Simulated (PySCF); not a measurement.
# UTPSSh/def2-TZVPP run of AlBrCl (SMILES [Cl][Al][Br])

Aim: the vertical ionisation energy of AlBrCl at UTPSSh/def2-TZVPP, from 2 runs. The job is set up through a Python script.

Program for the calculation: PySCF 2.14.0.

## 1. The molecule

AlBrCl: 3 atoms, total charge 0, spin state doublet. As SMILES, `[Cl][Al][Br]`. The shape is that of a PBE0-D4/def2-TZVP optimisation.

Bond lengths: Cl1–Al2 2.102 Å, Al2–Br3 2.266 Å. Angles: Cl1–Al2–Br3 118.9°.

## 2. The energy at UTPSSh/def2-TZVPP

File calc.py:

```python
from pyscf import gto, dft

mol = gto.M(
    atom='''
Cl     0.831291     3.327997     0.801055
Al    -1.224732     0.248121    -0.638161
Br     0.372465    -3.698572    -0.187839
''',
    unit='bohr',
    max_memory=1860,
    verbose=4,
    basis='def2-tzvpp',
    spin=1,
)

calc0 = dft.UKS(mol, xc='tpssh')
calc0.grids.level = 4
calc0.conv_tol = 1e-10
calc0.kernel()
if not calc0.converged:
    calc0 = calc0.newton().run(calc0.mo_coeff, calc0.mo_occ)

energy = calc0.e_tot
print('E = %.10f Eh' % energy)
```

Command:

```sh
$ OMP_NUM_THREADS=1 python calc.py
```

Log:

```text
PySCF version 2.14.0

[INPUT] num. atoms = 3
[INPUT] num. electrons = 65
[INPUT] charge = 0
[INPUT] spin (= nelec alpha-beta = 2S) = 1
[INPUT] symmetry False subgroup None
[INPUT] Mole.unit = bohr
[INPUT] Symbol           X                Y                Z      unit          X                Y                Z       unit  Magmom
[INPUT]  1 Cl     0.439900252843   1.761100170410   0.423900050694 AA    0.831291000000   3.327997000000   0.801055000000 Bohr   0.0
[INPUT]  2 Al    -0.648100263884   0.131299978751  -0.337700258098 AA   -1.224732000000   0.248121000000  -0.638161000000 Bohr   0.0
[INPUT]  3 Br     0.197099989865  -1.957200015347  -0.099400118122 AA    0.372465000000  -3.698572000000  -0.187839000000 Bohr   0.0

nuclear repulsion = 245.578033907078
number of shells = 44
number of NR pGTOs = 229
number of NR cGTOs = 132
basis = def2-tzvpp
ecp = {}

******** <class 'pyscf.dft.uks.UKS'> ********
method = UKS
initial guess = minao
damping factor = 0
level_shift factor = 0
DIIS = <class 'pyscf.scf.diis.CDIIS'>
diis_start_cycle = 1
diis_space = 8
diis_damp = 0
SCF conv_tol = 1e-10
SCF conv_tol_grad = None
SCF max_cycles = 50
direct_scf = True
direct_scf_tol = 1e-13
number electrons alpha = 33  beta = 32
XC library pyscf.dft.libxc version 7.0.0
    S. Lehtola, C. Steigemann, M. J.T. Oliveira, and M. A.L. Marques.,  SoftwareX 7, 1–5 (2018)
XC functionals = tpssh
radial grids:
    Treutler-Ahlrichs [JCP 102, 346 (1995); DOI:10.1063/1.469408] (M4) radial grids

becke partition: Becke, JCP 88, 2547 (1988); DOI:10.1063/1.454033
pruning grids: <function nwchem_prune>
grids dens level: 4
symmetrized grids: False
atomic radii adjust function: <function treutler_atomic_radii_adjust>
small_rho_cutoff = 0
Set gradient conv threshold to 1e-05
tot grids = 87568
init E= -3275.94444375158
[... the frontier-level lines of each cycle are left out ...]


cycle= 1 E= -3276.80876922653  delta_E= -0.864  |g|= 0.302  |ddm|= 1.33
cycle= 2 E= -3276.77460590877  delta_E= 0.0342  |g|= 0.359  |ddm|= 0.707
cycle= 3 E= -3276.84491197008  delta_E= -0.0703  |g|= 0.096  |ddm|= 0.408
cycle= 4 E= -3276.84851458627  delta_E= -0.0036  |g|= 0.0105  |ddm|= 0.0744
cycle= 5 E= -3276.84856309228  delta_E= -4.85e-05  |g|= 0.00629  |ddm|= 0.0178
cycle= 6 E= -3276.84858353641  delta_E= -2.04e-05  |g|= 0.00145  |ddm|= 0.00772
cycle= 7 E= -3276.84858457816  delta_E= -1.04e-06  |g|= 0.000634  |ddm|= 0.0019
cycle= 8 E= -3276.84858476686  delta_E= -1.89e-07  |g|= 8.33e-05  |ddm|= 0.000637
cycle= 9 E= -3276.84858477078  delta_E= -3.92e-09  |g|= 3.27e-05  |ddm|= 0.000115
cycle= 10 E= -3276.84858477141  delta_E= -6.35e-10  |g|= 9.78e-06  |ddm|= 3.68e-05
cycle= 11 E= -3276.84858477149  delta_E= -7.46e-11  |g|= 3.13e-06  |ddm|= 1.34e-05
Extra cycle  E= -3276.8485847715  delta_E= -9.09e-12  |g|= 3.23e-06  |ddm|= 5e-06
converged SCF energy = -3276.8485847715  <S^2> = 0.75216323  2S+1 = 2.0021621
E = -3276.8485847715 Eh
```

It took 59 s on 1 thread of Arm Neoverse V1, shared host; peak memory 0.83 GiB.

## 3. The singlet cation

File calc.py:

```python
from pyscf import gto, dft

mol = gto.M(
    atom='''
Cl     0.831291     3.327997     0.801055
Al    -1.224732     0.248121    -0.638161
Br     0.372465    -3.698572    -0.187839
''',
    basis='def2-tzvpp',
    verbose=3,
    charge=1,
    max_memory=1860,
    unit='bohr',
)

ks = dft.RKS(mol, xc='tpssh')
ks.conv_tol = 1e-10
ks.grids.level = 4
ks.kernel()
if not ks.converged:
    ks = ks.newton().run(ks.mo_coeff, ks.mo_occ)

energy = ks.e_tot
print('E = %.10f Eh' % energy)
```

Command:

```sh
$ OMP_NUM_THREADS=1 python calc.py
```

Log:

```text
converged SCF energy = -3276.53027534744
E = -3276.5302753474 Eh
```

Wall time 30 s (1 thread of Arm Neoverse V1, shared host); peak memory 0.81 GiB.

## 4. Results

At UTPSSh/def2-TZVPP:

```
                                          quantity           value
                      doublet AlBrCl: total energy  -3276.84858 Eh
                     doublet AlBrCl: dipole moment          1.34 D
doublet AlBrCl: HOMO energy (highest over α and β)        -6.13 eV
 doublet AlBrCl: LUMO energy (lowest over α and β)        -3.94 eV
                              doublet AlBrCl: ⟨S²⟩           0.752
                      singlet cation: total energy  -3276.53028 Eh
                       singlet cation: HOMO energy       -13.71 eV
                       singlet cation: LUMO energy       -10.86 eV
                     singlet cation: HOMO–LUMO gap         2.86 eV
vertical ionisation energy (to the singlet cation)        8.662 eV
```

What this shows: The vertical ionisation energy comes to 8.66 eV (200 kcal/mol). Only the singlet of the ionised species was computed; a triplet could lie lower.
